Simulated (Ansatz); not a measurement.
# FGeH3O2: a ladder of functionals and wavefunction methods

An exercise on one series of results from a longer session: the logs are not shown, and one member is left open.

The runs use Ansatz 0.2.0, Gaussian basis; functionals in def2-TZVPP, the program's frozen cores in correlated methods.

The runs, in order: LDA (SPW92), PBE-D4, revPBE-D4, BLYP-D4, r2SCAN-D4, B97M-V, PBE0-D4, B3LYP-D4, r2SCANh-D4, r2SCAN0-D4, HSE06-D4, BHLYP-D4, CAM-B3LYP-D4, LC-ωPBE, ωB97M-V, B2PLYP, PBE-QIDH; CCSD(T)/def2-SVP; CCSD(T)/def2-TZVPP; MP2/def2-QZVPP; extrapolation to the limit; RPA on PBE.

1 further run of the same task is left out (it didn't finish).

**The relaxed structure**

An earlier PBE0-D4 in a triple-zeta def2 set relaxation fixed the geometry.

SMILES `[OH][GeH]([OH])[F]`, 7 atoms, charge 0, spin multiplicity 1.

Atoms are counted from 1 here; the program's logs count them from 0.

Bond lengths: O1–Ge2 1.758 Å, O1–H5 0.961 Å, Ge2–O3 1.748 Å, Ge2–F4 1.736 Å, Ge2–H6 1.522 Å, O3–H7 0.961 Å. Angles: Ge2–O1–H5 112.4°, O1–Ge2–O3 108.4°, O1–Ge2–F4 104.7°, O1–Ge2–H6 116.0°, O3–Ge2–F4 110.1°, O3–Ge2–H6 108.9°, F4–Ge2–H6 108.5°, Ge2–O3–H7 112.8°.

Set-up of the first run:

File in.yaml:

```yaml
crystal:
  periodic: [false, false, false]
  atoms:
    - {symbol: O, position_ang: [-0.352859, 1.140346, -0.859305]}
    - {symbol: Ge, position_ang: [-0.107514, -0.026789, 0.432380]}
    - {symbol: O, position_ang: [1.518225, -0.656049, 0.307557]}
    - {symbol: F, position_ang: [-1.260287, -1.284458, 0.113190]}
    - {symbol: H, position_ang: [-1.209247, 1.041805, -1.283922]}
    - {symbol: H, position_ang: [-0.331411, 0.485846, 1.847486]}
    - {symbol: H, position_ang: [1.804393, -0.768701, -0.603087]}
basis:
  gaussian: {orbitals: def2-TZVPP}
hamiltonian: {xc: lda}
output: {orbitals: {seedname: orbitals}}
```

Among the steps run: LDA; PBE-D4 (GGA); revPBE-D4 (GGA); BLYP-D4 (GGA); r2SCAN-D4 (meta-GGA); B97M-V (meta-GGA); PBE0-D4 (hybrid); B3LYP-D4 (hybrid); r2SCANh-D4 (hybrid); r2SCAN0-D4 (hybrid); HSE06-D4 (hybrid); BHLYP-D4 (hybrid); CAM-B3LYP-D4 (range-separated); LC-ωPBE-D4 (range-separated; the results give it without D4); ωB97M-V (range-separated); B2PLYP (double hybrid); PBE-QIDH (double hybrid).

One table of the session follows, with a row left open; its other results are not shown here.

It belongs to the step «Frontier levels by functional». 

| functional | HOMO (eV) | gap (eV) |
| --- | --- | --- |
| LDA (SPW92) | -7.87 | 6.73 |
| PBE-D4 | -7.66 | 6.75 |
| revPBE-D4 | -7.59 | 6.78 |
| BLYP-D4 | -7.58 | 6.62 |
| r2SCAN-D4 | -8.08 | 7.67 |
| B97M-V | -8.17 | 7.51 |
| PBE0-D4 | -9.41 | 9.50 |
| B3LYP-D4 | -9.14 | 8.82 |
| r2SCANh-D4 | -8.73 | 8.66 |
| r2SCAN0-D4 | -9.70 | 10.13 |
| HSE06-D4 | ? | ? |
| BHLYP-D4 | -11.08 | 11.97 |
| CAM-B3LYP-D4 | -10.92 | 11.87 |
| LC-ωPBE | -12.29 | 14.65 |
| ωB97M-V | -11.84 | 13.65 |

Estimate the missing values for HSE06-D4.

The run gave: HOMO (eV): -8.99; gap (eV): 8.72. In the column «HOMO (eV)» it lies between B3LYP-D4 (-9.14) and r2SCANh-D4 (-8.73).
